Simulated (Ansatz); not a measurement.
# AlBFH₅Si: up Jacob's ladder to CCSD(T)

How much do the methods differ for AlBFH₅Si? The plan is to run it at one geometry with functionals of several rungs and with coupled cluster. The yardstick is the atomisation energy at the CCSD(T) limit.

Computed with Ansatz 0.2.0, Gaussian basis. Level: functionals in def2-TZVPP, the program's frozen cores in correlated methods.

The runs, in order: LDA (SPW92), PBE-D4, revPBE-D4, BLYP-D4, r2SCAN-D4, B97M-V, PBE0-D4, B3LYP-D4, r2SCANh-D4, r2SCAN0-D4, HSE06-D4, BHLYP-D4, CAM-B3LYP-D4, LC-ωPBE, ωB97X-V, ωB97M-V, B2PLYP, PBE-QIDH; CCSD(T)/def2-SVP; CCSD(T)/def2-TZVPP; MP2/def2-QZVPP; extrapolation to the limit; RPA on PBE.

### Step 1. The relaxed structure

The geometry comes from an earlier relaxation with PBE0-D4 in a triple-zeta def2 set; it is a stationary point, not always the lowest conformer.

SMILES `F[B]([AlH2])[SiH3]`, 9 atoms, charge 0, spin multiplicity 1.

Atoms are counted from 1 here; the program's logs count them from 0.

Bond lengths: F1–B2 1.332 Å, B2–Al3 2.170 Å, B2–Si4 2.050 Å, Al3–H5 1.592 Å, Al3–H6 1.592 Å, Si4–H7 1.493 Å, Si4–H8 1.489 Å, Si4–H9 1.493 Å. Angles: F1–B2–Al3 119.8°, F1–B2–Si4 118.1°, Al3–B2–Si4 122.1°, B2–Al3–H5 120.6°, B2–Al3–H6 120.9°, H5–Al3–H6 118.4°, B2–Si4–H7 107.7°, B2–Si4–H8 116.1°, B2–Si4–H9 108.3°, H7–Si4–H8 108.9°, H7–Si4–H9 106.6°, H8–Si4–H9 108.9°.

### Step 2. LDA

This LDA is Slater exchange with PW92 correlation.

in.yaml

```yaml
crystal:
  periodic: [false, false, false]
  atoms:
    - {symbol: F, position_ang: [0.615031, -1.263006, -1.673637]}
    - {symbol: B, position_ang: [0.270219, -0.412238, -0.708543]}
    - {symbol: Al, position_ang: [0.401732, 1.725496, -1.058785]}
    - {symbol: Si, position_ang: [-0.381375, -1.186756, 1.073884]}
    - {symbol: H, position_ang: [1.735849, 2.523422, -0.713385]}
    - {symbol: H, position_ang: [-0.856118, 2.546788, -1.586758]}
    - {symbol: H, position_ang: [-1.798848, -0.757759, 1.263736]}
    - {symbol: H, position_ang: [-0.303666, -2.667576, 1.212633]}
    - {symbol: H, position_ang: [0.405474, -0.554871, 2.173855]}
basis:
  gaussian: {orbitals: def2-TZVPP}
hamiltonian: {xc: lda}
output: {orbitals: {seedname: orbitals}}
```

Started as:

```bash
$ ansatz run in.yaml --threads 2 --pin off --events-out ev --progress --plain --max-ram 4352MiB
```

After this run come: PBE-D4 (GGA); revPBE-D4 (GGA); BLYP-D4 (GGA); r2SCAN-D4 (meta-GGA); B97M-V (meta-GGA); PBE0-D4 (hybrid); B3LYP-D4 (hybrid); r2SCANh-D4 (hybrid); r2SCAN0-D4 (hybrid); HSE06-D4 (hybrid); BHLYP-D4 (hybrid); CAM-B3LYP-D4 (range-separated); LC-ωPBE (range-separated); ωB97X-V (range-separated); ωB97M-V (range-separated); B2PLYP (double hybrid); PBE-QIDH (double hybrid); CCSD(T) in def2-SVP; CCSD(T) in def2-TZVPP; MP2 in def2-QZVPP; RPA on PBE orbitals.

**Question.** What will the summary of the whole plan be? Wanted: atomisation energy, CCSD(T)/CBS; farthest beyond LDA; mean size of error, GGA; mean size of error, meta-GGA; mean size of error, hybrid; mean size of error, range-separated; mean size of error, double hybrid; gap, smallest and largest; T1 diagnostic.

The runs gave:

| quantity | value |
| --- | --- |
| atomisation energy, CCSD(T)/CBS | 2673.3 kJ/mol |
| functionals within 13.4 kJ/mol (0.5 %) | PBE-D4, B3LYP-D4, r2SCANh-D4, LC-ωPBE, ωB97M-V |
| farthest beyond LDA | revPBE-D4 (-47.3 kJ/mol) |
| mean size of error, GGA | 21.6 kJ/mol |
| mean size of error, meta-GGA | 30.1 kJ/mol |
| mean size of error, hybrid | 18.1 kJ/mol |
| mean size of error, range-separated | 15.8 kJ/mol |
| mean size of error, double hybrid | 30.1 kJ/mol |
| gap, smallest and largest | 2.57 eV (LDA (SPW92)), 9.44 eV (LC-ωPBE) |
| T1 diagnostic | 0.0146 |
| triples share of the correlation energy | 3.1 % |

What this shows: LDA overbinds by 314.6 kJ/mol (12 %). PBE-D4 misses by +2.8 kJ/mol. Double hybrids carry the basis error of their MP2 part in triple zeta, and no dispersion term here, so their miss is partly the set-up's. Taken by rung, range-separated functionals do best (15.8 kJ/mol on average) and meta-GGA ones worst beyond LDA (30.1 kJ/mol). The gap between the best rungs is small, so their order is not settled. The reference freezes the cores and leaves out relativity and excitations past (T), so misses under about 13.4 kJ/mol can't be ranked. Hartree-Fock recovers 77 % of the binding; the rest is correlation. CCSD(T) in def2-SVP is off by -143.3 kJ/mol, worse than the median functional, from the basis alone. Orbital gaps span 2.6 to 9.4 eV; exact exchange widens them.
